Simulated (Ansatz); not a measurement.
# CH6FNOSn: one species, many methods

The task here is to estimate one member of a computed series from the others.

Computed with Ansatz 0.2.0, Gaussian basis. Level: functionals in def2-TZVPP, the program's frozen cores in correlated methods.

Levels to be run: LDA (SPW92), PBE-D4, revPBE-D4, BLYP-D4, r2SCAN-D4, B97M-V, PBE0-D4, B3LYP-D4, r2SCANh-D4, r2SCAN0-D4, HSE06-D4, BHLYP-D4, CAM-B3LYP-D4, LC-ωPBE, ωB97X-V, ωB97M-V, B2PLYP, PBE-QIDH; CCSD(T)/def2-SVP; CCSD(T)/def2-TZVPP; MP2/def2-QZVPP; extrapolation to the limit; RPA on PBE.

## The relaxed structure

All runs share one geometry, relaxed beforehand with PBE0-D4 in a triple-zeta def2 set. Sn takes the def2 core potential; no spin-orbit term is included.

SMILES `C[O][SnH]([NH2])[F]`, 11 atoms, charge 0, spin multiplicity 1.

Atoms are counted from 1 here; the program's logs count them from 0.

Bond lengths: C1–O2 1.409 Å, C1–H6 1.096 Å, C1–H7 1.093 Å, C1–H8 1.098 Å, O2–Sn3 1.951 Å, Sn3–N4 2.005 Å, Sn3–F5 1.921 Å, Sn3–H9 1.689 Å, N4–H10 1.012 Å, N4–H11 1.013 Å. Angles: O2–C1–H6 111.8°, O2–C1–H7 108.1°, O2–C1–H8 112.7°, H6–C1–H7 108.2°, H6–C1–H8 108.1°, H7–C1–H8 107.8°, C1–O2–Sn3 121.0°, O2–Sn3–N4 113.2°, O2–Sn3–F5 106.9°, O2–Sn3–H9 107.0°, N4–Sn3–F5 101.8°, N4–Sn3–H9 117.8°, F5–Sn3–H9 109.6°, Sn3–N4–H10 114.4°, Sn3–N4–H11 111.9°, H10–N4–H11 108.5°.

Coordinates:

| atom | x (Å) | y (Å) | z (Å) |
| --- | --- | --- | --- |
| C1 | -1.08394 | -0.66873 | -1.27232 |
| O2 | -0.87412 | -1.05114 | 0.06740 |
| Sn3 | 0.11289 | 0.09724 | 1.29740 |
| N4 | 1.90967 | 0.64490 | 0.59571 |
| F5 | -0.81534 | 1.77843 | 1.35784 |
| H6 | -1.81469 | 0.14384 | -1.35452 |
| H7 | -1.47244 | -1.53432 | -1.81543 |
| H8 | -0.15929 | -0.34754 | -1.77066 |
| H9 | 0.05185 | -0.63844 | 2.81600 |
| H10 | 2.33577 | -0.02504 | -0.03146 |
| H11 | 1.87504 | 1.54361 | 0.13064 |

Set-up of the first run:

Input file in.yaml:

```yaml
crystal:
  periodic: [false, false, false]
  atoms:
    - {symbol: C, position_ang: [-1.083937, -0.668735, -1.272317]}
    - {symbol: O, position_ang: [-0.874122, -1.051141, 0.067397]}
    - {symbol: Sn, position_ang: [0.112888, 0.097237, 1.297405]}
    - {symbol: N, position_ang: [1.909667, 0.644898, 0.595708]}
    - {symbol: F, position_ang: [-0.815337, 1.778433, 1.357845]}
    - {symbol: H, position_ang: [-1.814692, 0.143843, -1.354519]}
    - {symbol: H, position_ang: [-1.472444, -1.534325, -1.815428]}
    - {symbol: H, position_ang: [-0.159285, -0.347544, -1.770665]}
    - {symbol: H, position_ang: [0.051850, -0.638438, 2.816000]}
    - {symbol: H, position_ang: [2.335771, -0.025042, -0.031465]}
    - {symbol: H, position_ang: [1.875042, 1.543614, 0.130639]}
basis:
  gaussian: {orbitals: def2-TZVPP}
hamiltonian: {xc: lda}
output: {orbitals: {seedname: orbitals}}
```

Run with:

```sh
> ansatz run in.yaml --threads 4 --pin off --events-out ev --progress --plain --max-ram 10444MiB
```

Steps of the session up to this table: LDA; PBE-D4 (GGA); revPBE-D4 (GGA); BLYP-D4 (GGA); r2SCAN-D4 (meta-GGA); B97M-V (meta-GGA); B3LYP-D4 (hybrid); r2SCANh-D4 (hybrid); r2SCAN0-D4 (hybrid); HSE06-D4 (hybrid); BHLYP-D4 (hybrid); CAM-B3LYP-D4 (range-separated); LC-ωPBE (range-separated); ωB97X-V (range-separated); ωB97M-V (range-separated); B2PLYP (double hybrid); PBE-QIDH (double hybrid).

One of the session's tables, all rows but one given; the rest of the session is left out.

It belongs to the step «Orbital energies across the functionals». 

| functional | HOMO (eV) | gap (eV) |
| --- | --- | --- |
| LDA (SPW92) | -6.50 | 4.47 |
| PBE-D4 | -6.33 | 4.57 |
| revPBE-D4 | -6.26 | 4.61 |
| BLYP-D4 | -6.22 | 4.47 |
| r2SCAN-D4 | -6.64 | 5.20 |
| B97M-V | -6.75 | 5.19 |
| PBE0-D4 | -7.83 | 7.05 |
| B3LYP-D4 | -7.58 | 6.44 |
| r2SCANh-D4 | -7.21 | 6.12 |
| r2SCAN0-D4 | -8.06 | 7.48 |
| HSE06-D4 | -7.42 | 6.27 |
| BHLYP-D4 | ? | ? |
| CAM-B3LYP-D4 | -9.27 | 9.46 |
| LC-ωPBE | -10.65 | 12.20 |
| ωB97X-V | -10.28 | 11.63 |
| ωB97M-V | -10.20 | 11.29 |

**Question.** Estimate the row for BHLYP-D4.

Worked estimate for «HOMO (eV)». Against the share of exact exchange, BLYP-D4 (0, -6.22), B3LYP-D4 (0.2, -7.58) give a slope of -6.80 per unit share; at 0.5 the line stands at -9.62.

The run gave: HOMO (eV): -9.24; gap (eV): 9.37. In «HOMO (eV)» the line misses by -0.38.
